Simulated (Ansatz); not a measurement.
# TiPt3: further runs on the relaxed cell

One table from this session's results is given with a row withheld; the runs are named, their logs left out.

Method: DFT PBE, scalar-relativistic, plane waves, PAW, in Ansatz 0.2.0.

2 further runs of the same task are left out: 2 set aside as unsound or not needed.

## The system as given

The structure is cubic, space group Pm-3m (No. 221). The conventional cell has a = 3.948 Å, b = 3.948 Å, c = 3.948 Å, α = 90.00°, β = 90.00°, γ = 90.00°. Ti (site symmetry m-3m) has 12 Pt at 2.79 Å as nearest neighbours. Pt (site symmetry 4/mmm) is surrounded by 4 Ti at 2.79 Å and 8 Pt at 2.79 Å.

Coordinates:

```
CELL_PARAMETERS angstrom
3.94818 0.00000 0.00000
0.00000 3.94818 0.00000
0.00000 0.00000 3.94818
ATOMIC_POSITIONS crystal
Ti 0.00000 0.00000 0.00000
Pt 0.00000 0.50000 0.50000
Pt 0.50000 0.00000 0.50000
Pt 0.50000 0.50000 0.00000
```

It is the result of an earlier relaxation at this level (volume 15.39 Å³/atom; gap on the mesh: none (metal)).

Set-up of the first run:

Input file input.yaml:

```yaml
crystal:
  lattice:
    - [3.9481842894, 0.0, 0.0]
    - [0.0, 3.9481842894, 0.0]
    - [0.0, 0.0, 3.9481842894]
  atoms:
    - { symbol: Ti, position: [0.0, 0.0, 0.0] }
    - { symbol: Pt, position: [0.0, 0.5, 0.5] }
    - { symbol: Pt, position: [0.5, 0.0, 0.5] }
    - { symbol: Pt, position: [0.5, 0.5, 0.0] }
basis:
  ecutwfc: 420
kpoints:
  mp_grid: { grid: [10, 10, 10] }
  band_path:
    path:
      - [[0.0, 0.0, 0.0], [0.0, 0.5, 0.0], [0.5, 0.5, 0.0], [0.0, 0.0, 0.0], [0.5, 0.5, 0.5], [0.0, 0.5, 0.0]]
      - [[0.5, 0.5, 0.5], [0.5, 0.5, 0.0]]
    npoints: 14
hamiltonian:
  xc: pbe
scf:
  occupations: { method: gaussian, width: 0.1 }
  n_extra_bands: 10
output:
  forces: true
  stress: true
  eigenvalues: true
  populations: true
  dos: { projected: true, de: 0.02, nscf_kmesh: { grid: [15, 15, 15] } }
  bader: true
  write_density: true
  write_potential: true
  elf: true
  volumetric_format: npy
```

On the command line:

```bash
$ ansatz run input.yaml --threads 1 --pin off --max-ram 2560MiB --backend cpu --events-out ev --progress --plain --runs-dir out
```

Among the steps run: Electronic structure at the relaxed geometry; Back to the database's cell; Volume × 0.97; Point at V/V0 = 1.03; The cell scaled to 0.94 of its volume; Point at V/V0 = 1.06; The cell scaled to 0.91 of its volume; Volume × 1.10; Volume × 0.88.

One of the session's tables, all rows but one given; the rest of the session is left out.

It belongs to the step «Equation of state». 

```
volume (Å³/atom)  energy above the lowest point (meV/atom)  pressure (GPa)
          13.540                                     209.8           41.42
          14.001                                     110.3           28.10
          14.463                                      45.8           16.98
          14.925                                         ?               ?
          15.386                                       0.0           -0.04
          15.848                                       9.7           -6.49
          16.309                                      36.3          -11.86
          16.925                                      93.4          -17.63
```

Q: Estimate the row for volume (Å³/atom) = 14.925 from the others.

Worked estimate for «energy above the lowest point (meV/atom)». A straight line through the neighbours (14.463, 45.8) and (15.386, 0.0) gives 45.8 + (0.0 − 45.8) × (14.925 − 14.463) / (15.386 − 14.463) = 22.9; a parabola fitted to 4 rows on both sides gives 10.5.

The run gave: energy above the lowest point (meV/atom): 10.7; pressure (GPa): 7.71. In «energy above the lowest point (meV/atom)» the line misses by +12.2 and the parabola by -0.2.
